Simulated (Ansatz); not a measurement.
# CH7BSi2: the cost of one run

Program: Ansatz 0.2.0. Level of theory: UKS r2SCAN/STO-3G. These are calculated values, not measurements.

## 1. The starting structure

Bond lengths: Si1–B2 1.876 Å, B2–C3 1.560 Å, B2–Si4 2.079 Å, C3–Si4 1.828 Å, Si1–H5 1.516 Å, Si1–H6 1.510 Å, Si1–H7 1.489 Å, C3–H8 1.160 Å, C3–H9 1.083 Å, Si4–H10 1.398 Å, Si4–H11 1.498 Å. Angles (14 of 21 angles, heavy atoms first): Si1–B2–C3 151.4°, Si1–B2–Si4 150.3°, C3–B2–Si4 58.2°, B2–C3–Si4 75.2°, B2–Si4–C3 46.5°, B2–Si1–H5 110.8°, B2–Si1–H6 111.5°, B2–Si1–H7 112.1°, B2–C3–H8 111.7°, B2–C3–H9 116.7°, Si4–C3–H8 109.3°, Si4–C3–H9 119.8°, B2–Si4–H10 107.3°, B2–Si4–H11 102.5°.

Coordinates:

```xyz
11

Si   -0.8761    1.6925   -0.4450
B    -0.0869    0.0658    0.0562
C     0.1518   -1.0795    1.0875
Si    1.1988   -1.5175   -0.3454
H    -1.7732    1.5048   -1.6525
H    -1.7468    2.2483    0.6558
H     0.1401    2.7292   -0.7773
H     0.8266   -0.7324    1.9643
H    -0.7033   -1.6947    1.3371
H     2.4852   -0.9852   -0.4714
H     0.4493   -2.2883   -1.3887
```

## 2. End point A

input.yaml

```yaml
crystal:
  periodic: [false, false, false]
  atoms:
    - { symbol: Si, position_ang: [-0.8761, 1.6925, -0.445] }
    - { symbol: B, position_ang: [-0.0869, 0.0658, 0.0562] }
    - { symbol: C, position_ang: [0.1518, -1.0795, 1.0875] }
    - { symbol: Si, position_ang: [1.1988, -1.5175, -0.3454] }
    - { symbol: H, position_ang: [-1.7732, 1.5048, -1.6525] }
    - { symbol: H, position_ang: [-1.7468, 2.2483, 0.6558] }
    - { symbol: H, position_ang: [0.1401, 2.7292, -0.7773] }
    - { symbol: H, position_ang: [0.8266, -0.7324, 1.9643] }
    - { symbol: H, position_ang: [-0.7033, -1.6947, 1.3371] }
    - { symbol: H, position_ang: [2.4852, -0.9852, -0.4714] }
    - { symbol: H, position_ang: [0.4493, -2.2883, -1.3887] }
magnetization:
  spin_polarized: true
basis:
  gaussian: { orbitals: STO-3G }
hamiltonian:
  xc: r2scan
relax:
  f_tol: 0.02
  max_steps: 50
```

On the command line:

```console
$ ansatz run input.yaml --threads 1 --pin off --max-ram 2048MiB --backend cpu --events-out ev --progress --plain --runs-dir out
```

Q: Estimate wall time and peak memory on 1 thread of Arm Neoverse V1, shared host.

About 49 s, with a peak of 0.19 GiB.
